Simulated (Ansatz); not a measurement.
# CTi: the cost of one run

Program: Ansatz 0.2.0, Gaussian basis. Level of theory: def2-QZVPP, core rule «outside noble gas», up to 10 orbitals frozen. These are calculated values, not measurements.

To be run: UHF; ROHF; CCSD(T) on UHF.

### Step 1. The geometry

The geometry is a PBE0/def2-TZVP stationary point (not a proven minimum) of the parent state, kept for this charge and spin.

2 atoms, charge 0, spin multiplicity 7.

Atoms are counted from 1 here; the program's logs count them from 0.

Bond lengths: Ti1–C2 1.805 Å.

### Step 2. UHF

in.yaml reads:

```yaml
crystal:
  periodic: [false, false, false]
  atoms:
    - {symbol: Ti, position_ang: [0.000000, 0.000000, 0.000000]}
    - {symbol: C, position_ang: [0.000000, 0.000000, 1.805200]}
basis:
  gaussian: {orbitals: "def2-QZVPP.json"}
magnetization: {spin_polarized: true, initial_magnetization: 6}
hamiltonian: {xc: hf}
output: {orbitals: {seedname: orbitals}}
```

Run with:

```bash
> ansatz run in.yaml --threads 1 --pin off --events-out ev --progress --plain --max-ram 3968MiB --backend cpu
```

What time and memory should one allow on 1 thread of AMD EPYC 7R13, shared host?

About 18 s, with a peak of 0.36 GiB.
